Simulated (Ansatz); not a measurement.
# PdPt2Se3: the cost of one run

Computed with Ansatz 0.2.0 (DFT PBE, scalar-relativistic, plane waves, PAW, unless a step's input says otherwise).

3 further runs of the same task are left out: 1 for a known fault of the program, 1 that didn't finish, 1 set aside as unsound or not needed.

### Step 1. Starting point

It takes space group P-3m1 (No. 164, trigonal). The conventional cell has a = 4.004 Å, b = 4.004 Å, c = 9.724 Å, α = 90.00°, β = 90.00°, γ = 120.00°. Pd (site symmetry -3m) is surrounded by 6 Se at 2.75 Å. Pt (site symmetry 3m) is surrounded by 6 Se at 2.86 Å. Se (site symmetry 3m) is surrounded by 3 Pd at 2.75 Å and 3 Pt at 2.86 Å. Se (site symmetry -3m) is surrounded by 6 Pt at 2.86 Å.

Coordinates:

```
CELL_PARAMETERS angstrom
4.00435 0.00000 0.00000
-2.00218 3.46787 0.00000
0.00000 0.00000 9.72355
ATOMIC_POSITIONS crystal
Pd 0.00000 0.00000 0.00000
Pt 0.33333 0.66667 0.67351
Pt 0.66667 0.33333 0.32649
Se 0.33333 0.66667 0.15392
Se 0.66667 0.33333 0.84608
Se 0.00000 0.00000 0.50000
```

Recipe of the guess: species swapped into a database cell of Mn2NiO3 (P-3m1, No. 164), with Pt on the Mn sites, Pd on the Ni sites and Se on the O sites. The dimensions are guesses.

### Step 2. A first look at the guess

Input file input.yaml:

```yaml
crystal:
  lattice:
    - [4.00435355, 0.0, 0.0]
    - [-2.00217677, 3.4678719, 0.0]
    - [0.0, 0.0, 9.72355447]
  atoms:
    - { symbol: Pd, position: [0.0, 0.0, 0.0] }
    - { symbol: Pt, position: [0.33333333, 0.66666667, 0.67350602] }
    - { symbol: Pt, position: [0.66666667, 0.33333333, 0.32649398] }
    - { symbol: Se, position: [0.33333333, 0.66666667, 0.153918] }
    - { symbol: Se, position: [0.66666667, 0.33333333, 0.846082] }
    - { symbol: Se, position: [0.0, 0.0, 0.5] }
basis:
  ecutwfc: 420
kpoints:
  mp_grid: { grid: [6, 6, 2] }
hamiltonian:
  xc: pbe
scf:
  occupations: { method: gaussian, width: 0.1 }
  lower_state_search: "off"
output:
  forces: true
  stress: true
  eigenvalues: true
```

Started as:

```
$ ansatz run input.yaml --threads 1 --pin off --max-ram 2560MiB --backend cpu --events-out ev --progress --plain --runs-dir out
```

**Question.** How long does this run take on 1 thread of Intel Xeon at 2.70GHz, shared host, and how much memory does it need?

About 5.9 s, with a peak of 0.47 GiB.
